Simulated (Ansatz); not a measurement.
# HfPdSe3: the cost of one run

Computed with Ansatz 0.2.0 (DFT PBE, scalar-relativistic, plane waves, PAW, unless a step's input says otherwise).

1 further run of the same task is left out (set aside as unsound or not needed).

**1. The system as given**

It takes space group Pm-3m (No. 221, cubic). Conventional cell: a = 5.182 Å, b = 5.182 Å, c = 5.182 Å, α = 90.00°, β = 90.00°, γ = 90.00°. Hf (site symmetry m-3m) has 6 Se at 2.59 Å as nearest neighbours. Pd (site symmetry m-3m) has 12 Se at 3.66 Å as nearest neighbours. Around Se (site symmetry 4/mmm) lie 2 Hf at 2.59 Å and 4 Pd at 3.66 Å.

Structure file:

```
CELL_PARAMETERS angstrom
5.18211 0.00000 0.00000
0.00000 5.18211 0.00000
0.00000 0.00000 5.18211
ATOMIC_POSITIONS crystal
Hf 0.00000 0.00000 0.00000
Pd 0.50000 0.50000 0.50000
Se 0.50000 0.00000 0.00000
Se 0.00000 0.50000 0.00000
Se 0.00000 0.00000 0.50000
```

A structure generator made this guess: random cell by space group and Wyckoff sites (Pm-3m, No. 221). Its size is a rough estimate.

**2. Probe: one point on a coarse mesh**

Input file input.yaml:

```yaml
crystal:
  lattice:
    - [5.18211155, 0.0, 0.0]
    - [0.0, 5.18211155, 0.0]
    - [0.0, 0.0, 5.18211155]
  atoms:
    - { symbol: Hf, position: [0.0, 0.0, 0.0] }
    - { symbol: Pd, position: [0.5, 0.5, 0.5] }
    - { symbol: Se, position: [0.5, 0.0, 0.0] }
    - { symbol: Se, position: [0.0, 0.5, 0.0] }
    - { symbol: Se, position: [0.0, 0.0, 0.5] }
basis:
  ecutwfc: 420
kpoints:
  mp_grid: { grid: [4, 4, 4] }
hamiltonian:
  xc: pbe
scf:
  occupations: { method: gaussian, width: 0.1 }
  lower_state_search: "off"
output:
  forces: true
  stress: true
  eigenvalues: true
```

Command:

```sh
> ansatz run input.yaml --threads 1 --pin off --max-ram 2048MiB --backend cpu --events-out ev --progress --plain --runs-dir out
```

Q: Estimate wall time and peak memory on 1 thread of AMD EPYC 9R45 (Zen 5), shared host.

About 1.9 s, with a peak of 0.5 GiB.
